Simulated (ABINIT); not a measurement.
The system is SbMo3P.

```
CELL_PARAMETERS angstrom
4.49446 0.00000 0.00000
0.00000 4.49446 0.00000
0.00000 0.00000 4.49446
ATOMIC_POSITIONS crystal
Sb 0.00000 0.00000 0.00000
Mo 0.50000 0.00000 0.50000
Mo 0.00000 0.50000 0.50000
Mo 0.50000 0.50000 0.00000
P 0.50000 0.50000 0.50000
```

The cell was built by a generator and needn't be a form met in nature.

The cell isn't the ideal one: cell taken from the last step of an earlier PBE relaxation by this program, which needn't have reached its minimum.

Base run:

```yaml
Program: ABINIT 10.8.3 (patched build)
Functional: PBE
Potentials_or_basis: JTH PAW PBE v2.0
Cutoff: 544 eV
k_mesh: 6 × 6 × 6
Occupations: fermi-dirac, width 0.05 eV
Spin: no spin polarisation
```

Its results: band gap on the k mesh none (metal or under the smearing width); pressure -0.2 GPa.

Task: The run is repeated on the same cell with these changes: functional from PBE to RPBE. What comes out?

Result: Band gap on the k mesh none (metal or under the smearing width); pressure 2.1 GPa.

RPBE binds less tightly than PBE, so the same cell stands under more pressure.

Caveats: the PAW data sets were made with another functional, which shifts forces and pressure a little (some runs).
